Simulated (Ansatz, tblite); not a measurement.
# (NMe2)3Si-S-SiH3 (C₆H₂₁N₃SSi₂): rung by rung

The task here is to estimate one member of a computed series from the others.

Computed with Ansatz 0.2.0, Gaussian basis. Level: as each input shows.

The runs, in order: GFN1-xTB, GFN2-xTB, PBE-D4/def2-TZVP, r2SCAN-D4/def2-TZVP, HSE06-D4/def2-TZVP, BHLYP-D4/def2-TZVP, CAM-B3LYP-D4/def2-TZVP, LC-ωPBE(0.10)/def2-SVP, LC-ωPBE(0.15)/def2-SVP, LC-ωPBE(0.20)/def2-SVP, LC-ωPBE(0.30)/def2-SVP, PBE-D4/def2-SVP, PBE0-D4/def2-SVP, HF/STO-3G, CCSD(T)/def2-SVP, MP2/def2-TZVP, RPA/def2-TZVP.

## The relaxed structure

The geometry is that of the singlet, from an earlier relaxation (r2SCAN-D4/def2-SVP).

33 atoms, charge 0, spin multiplicity 1.

Bond lengths: Si1–N2 1.732 Å, Si1–N5 1.727 Å, Si1–N8 1.737 Å, Si1–S11 2.183 Å, N2–C3 1.446 Å, N2–C4 1.450 Å, C3–H13 1.111 Å, C3–H14 1.099 Å, C3–H15 1.108 Å, C4–H16 1.101 Å, C4–H17 1.111 Å, C4–H18 1.108 Å, N5–C6 1.447 Å, N5–C7 1.446 Å, C6–H19 1.109 Å, C6–H20 1.109 Å, C6–H21 1.101 Å, C7–H22 1.110 Å and more. Angles: N2–Si1–N5 112.0°, N2–Si1–N8 111.4°, N2–Si1–S11 107.4°, N5–Si1–N8 108.4°, N5–Si1–S11 107.4°, N8–Si1–S11 110.3°, Si1–N2–C3 126.6°, Si1–N2–C4 119.0°, C3–N2–C4 113.7°, N2–C3–H13 112.7°, N2–C3–H14 110.4°, N2–C3–H15 110.6°, H13–C3–H14 108.3°, H13–C3–H15 107.1°, H14–C3–H15 107.5°, N2–C4–H16 110.5°, N2–C4–H17 112.6°, N2–C4–H18 110.9° and more.

PBE0-D4/def2-TZVP was run before; its log isn't repeated, and its numbers join the tables.

Set-up of the first run:

Tight binding, by tblite at 300 K electronic temperature and without a spin-polarisation term:

```python
tblite.interface.Calculator('GFN1-xTB', numbers, positions, charge=0, uhf=0).singlepoint()
```

Tight binding, by tblite at 300 K electronic temperature and without a spin-polarisation term:

```python
tblite.interface.Calculator('GFN2-xTB', numbers, positions, charge=0, uhf=0).singlepoint()
```

start.molden holds the orbitals of an earlier run on this state, given as this run's starting guess.

Contents of in.yaml:

```yaml
crystal:
  periodic: [false, false, false]
  atoms:
    - {symbol: Si, position_ang: [-0.223589, -0.033413, 0.382518]}
    - {symbol: N, position_ang: [-1.362525, -0.810963, -0.664629]}
    - {symbol: C, position_ang: [-1.658564, -2.225192, -0.718507]}
    - {symbol: C, position_ang: [-1.957979, -0.048518, -1.744058]}
    - {symbol: N, position_ang: [-0.725789, 1.562109, 0.812677]}
    - {symbol: C, position_ang: [-1.764053, 1.790284, 1.795031]}
    - {symbol: C, position_ang: [-0.254687, 2.767810, 0.168945]}
    - {symbol: N, position_ang: [1.347336, 0.064502, -0.351289]}
    - {symbol: C, position_ang: [2.425184, 0.826478, 0.247564]}
    - {symbol: C, position_ang: [1.678355, -0.525938, -1.630404]}
    - {symbol: S, position_ang: [-0.126625, -1.204028, 2.222966]}
    - {symbol: Si, position_ang: [1.537709, -2.435424, 1.656998]}
    - {symbol: H, position_ang: [-1.201497, -2.725148, -1.599084]}
    - {symbol: H, position_ang: [-1.296951, -2.727623, 0.189722]}
    - {symbol: H, position_ang: [-2.751813, -2.391795, -0.779518]}
    - {symbol: H, position_ang: [-1.773846, 1.028035, -1.602379]}
    - {symbol: H, position_ang: [-1.558813, -0.335135, -2.740209]}
    - {symbol: H, position_ang: [-3.055221, -0.198048, -1.775314]}
    - {symbol: H, position_ang: [-2.662746, 2.257569, 1.342534]}
    - {symbol: H, position_ang: [-1.414899, 2.459136, 2.607152]}
    - {symbol: H, position_ang: [-2.079481, 0.843108, 2.259641]}
    - {symbol: H, position_ang: [0.233100, 3.458644, 0.887327]}
    - {symbol: H, position_ang: [0.473669, 2.526000, -0.618475]}
    - {symbol: H, position_ang: [-1.087932, 3.327173, -0.305038]}
    - {symbol: H, position_ang: [2.135051, 1.179610, 1.249739]}
    - {symbol: H, position_ang: [2.694194, 1.713934, -0.361342]}
    - {symbol: H, position_ang: [3.340264, 0.213116, 0.356844]}
    - {symbol: H, position_ang: [2.545551, -1.211244, -1.547779]}
    - {symbol: H, position_ang: [1.938118, 0.244618, -2.385224]}
    - {symbol: H, position_ang: [0.825707, -1.104556, -2.014958]}
    - {symbol: H, position_ang: [2.839413, -1.706800, 1.677312]}
    - {symbol: H, position_ang: [1.346509, -3.050625, 0.308207]}
    - {symbol: H, position_ang: [1.596831, -3.527675, 2.673019]}
basis:
  gaussian: {orbitals: def2-TZVP, fitting: {mean_field: def2-universal-jkfit}, initial_orbitals: start.molden}
hamiltonian: {xc: pbe, dispersion: d4}
scf: {omitted_lower_state_checks: [starts]}
output: {orbitals: {seedname: orbitals}}
```

Launch:

```sh
ansatz run in.yaml --threads 2 --pin off --events-out ev --progress --plain --max-ram 22528MiB --backend cuda --devices 0, --max-vram 18GiB
```

Steps of the session up to this table: PBE-D4/def2-TZVP; r2SCAN-D4/def2-TZVP; HSE06-D4/def2-TZVP; BHLYP-D4/def2-TZVP; CAM-B3LYP-D4/def2-TZVP; LC-ωPBE(0.10)/def2-SVP; LC-ωPBE(0.15)/def2-SVP; LC-ωPBE(0.20)/def2-SVP; LC-ωPBE(0.30)/def2-SVP; PBE-D4/def2-SVP; PBE0-D4/def2-SVP; HF/STO-3G; CCSD(T)/def2-SVP; MP2/def2-TZVP; RPA/def2-TZVP.

One of the session's tables, all rows but one given; the rest of the session is left out.

It belongs to the step «Binding energy». 

| method | binding an atom (eV) |
| --- | --- |
| HF/STO-3G | ? |
| HF/def2-SVP | 2.835 |
| HF/def2-TZVP | 2.801 |
| PBE-D4/def2-SVP | 3.960 |
| PBE-D4/def2-TZVP | 3.939 |
| r2SCAN-D4/def2-TZVP | 3.868 |
| PBE0-D4/def2-SVP | 3.908 |
| PBE0-D4/def2-TZVP | 3.885 |
| HSE06-D4/def2-TZVP | 3.887 |
| BHLYP-D4/def2-TZVP | 3.786 |
| CAM-B3LYP-D4/def2-TZVP | 3.893 |
| MP2/def2-SVP | 3.684 |
| MP2/def2-TZVP | 3.758 |
| CCSD/def2-SVP | 3.628 |
| CCSD(T)/def2-SVP | 3.666 |

Estimate the missing values for HF/STO-3G.

**Answer.** binding an atom (eV): 3.445. In the column «binding an atom (eV)» it lies between HF/def2-SVP (2.835) and CCSD/def2-SVP (3.628).

To keep in mind: Free atoms were run apart at each level; binding is atoms less cluster, divided by the number of atoms, without zero-point or spin-orbit terms.
